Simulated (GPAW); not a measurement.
AlFe3B:

```
Fe Al B
1.0
     3.82232    0.00000    0.00000
     0.00000    3.82232    0.00000
     0.00000    0.00000    3.82232
Fe Al B
3 1 1
Direct
  0.00000 0.00000 0.50000
  0.00000 0.50000 0.00000
  0.50000 0.00000 0.00000
  0.50000 0.50000 0.50000
  0.00000 0.00000 0.00000
```

The cell comes from a database or a generator and needn't be the stable form of this composition.

Base run:

```yaml
Program: GPAW 26.7.0
Functional: PBEsol
Potentials_or_basis: PAW data sets generated in the run's folder for this functional
Cutoff: 800 eV
Basis: pw
k_mesh: 7 × 7 × 7
Occupations: fermi-dirac, width 0.05 eV
Spin: collinear spin, ferromagnetic start
Starting_moments: "[3.0, 3.0, 3.0, 0.0, 0.0] μB"
Hubbard_terms: Fe d U = 8 eV
```

Its results: pressure 42.1 GPa; net moment 9.26 μB per cell; site moments Fe +3.31; Al -0.16; B -0.06 μB.

The run is repeated on the same cell with these changes: hubbard terms from Fe d U = 8 eV to Fe d U = 1 eV. What comes out?

Pressure -1.6 GPa; net moment 5.05 μB per cell; site moments Fe +1.85; Al -0.10; B -0.07 μB.

Caveats: the U is typed as a test and isn't derived for this compound; a pressure of tens of GPa on the cell as given is suspect, and the run, the potentials or the cell itself is likely at fault (some runs).
